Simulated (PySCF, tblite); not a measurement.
**C₆H₇F₃N₂: infrared bands and NMR shifts**

Aim: predict the infrared bands and NMR shifts of C₆H₇F₃N₂ (`Cc1cnn(CC(F)(F)F)c1`).

Computed with tblite 0.8.0 and PySCF 2.14.0, with density-fitted response routines of our own, on a single molecule in the gas phase. Atoms are numbered from 0 throughout.

## (1) Starting geometry

18 atoms, charge 0, multiplicity 1; geometry from: GFN2-xTB.

Bonds of the start (Å): C0–C1 1.49, C1–C2 1.41, C2–N3 1.31, N3–N4 1.33, N4–C5 1.43, C5–C6 1.53, C6–F7 1.34, C6–F8 1.34, C6–F9 1.33, N4–C10 1.36, C10–C1 1.37, C0–H11 1.09, C0–H12 1.09, C0–H13 1.09, C2–H14 1.07, C5–H15 1.10, C5–H16 1.09, C10–H17 1.07.

## (2) Infrared spectrum with GFN2-xTB

What the job is given:

```
{"job": {"kind": "ir", "xc": "GFN2-xTB", "basis": "xTB"}, "charge": 0, "multiplicity": 1}
C      2.973015     0.168398     0.108619
C      1.601050     0.058330    -0.456436
C      1.167724     0.436834    -1.743142
N     -0.115239     0.199904    -1.906478
N     -0.538324    -0.331026    -0.759592
C     -1.918288    -0.663604    -0.588929
C     -2.626602     0.319953     0.347590
F     -2.140733     0.264236     1.596218
F     -3.935534     0.041173     0.433745
F     -2.519565     1.586546    -0.054658
C      0.466411    -0.431320     0.146428
H      3.010943    -0.271739     1.101824
H      3.689573    -0.343110    -0.532375
H      3.272487     1.213567     0.178408
H      1.744017     0.862764    -2.539803
H     -2.042029    -1.666563    -0.165691
H     -2.401341    -0.605870    -1.568355
H      0.303676    -0.832156     1.126211
```

**Question.** This job is followed by: GIAO PBE0/pcSseg-1 NMR shielding, non-relativistic, gas phase. Predict these results of the whole session: strongest single infrared mode (GFN2-xTB); zero-point energy (GFN2-xTB); 13C shifts against TMS (PBE0/pcSseg-1); 1H shifts against TMS (PBE0/pcSseg-1, means over atoms taken as alike); 15N shifts against NH3 (PBE0/pcSseg-1); 19F shifts against CFCl3 (PBE0/pcSseg-1, means over atoms taken as alike).

**Answer**, as computed:

```
                                                                 quantity                                       value
                                strongest single infrared mode (GFN2-xTB)                       1076 cm⁻¹, 270 km/mol
                                             zero-point energy (GFN2-xTB)                               79.9 kcal/mol
                                   13C shifts against TMS (PBE0/pcSseg-1)  144.3, 132.9, 132.3, 125.5, 57.5, 11.3 ppm
   1H shifts against TMS (PBE0/pcSseg-1, means over atoms taken as alike)                  7.50, 7.37, 4.66, 2.31 ppm
                                   15N shifts against NH3 (PBE0/pcSseg-1)                            355.7, 216.3 ppm
19F shifts against CFCl3 (PBE0/pcSseg-1, means over atoms taken as alike)                                   -88.7 ppm
```

All 48 modes are real, so the xTB geometry is a minimum. The strongest single mode, at 1076 cm⁻¹, moves mainly C6. Unscaled tight-binding wavenumbers are off by several per cent, some by more. Its intensities can rank the bands wrongly. At PBE0/pcSseg-1: The largest span, 444 ppm, is at N3, where the paramagnetic term is -411 ppm. NICS(1)zz of -29 ppm above the planar ring from C1 marks a diatropic (aromatic) ring current.
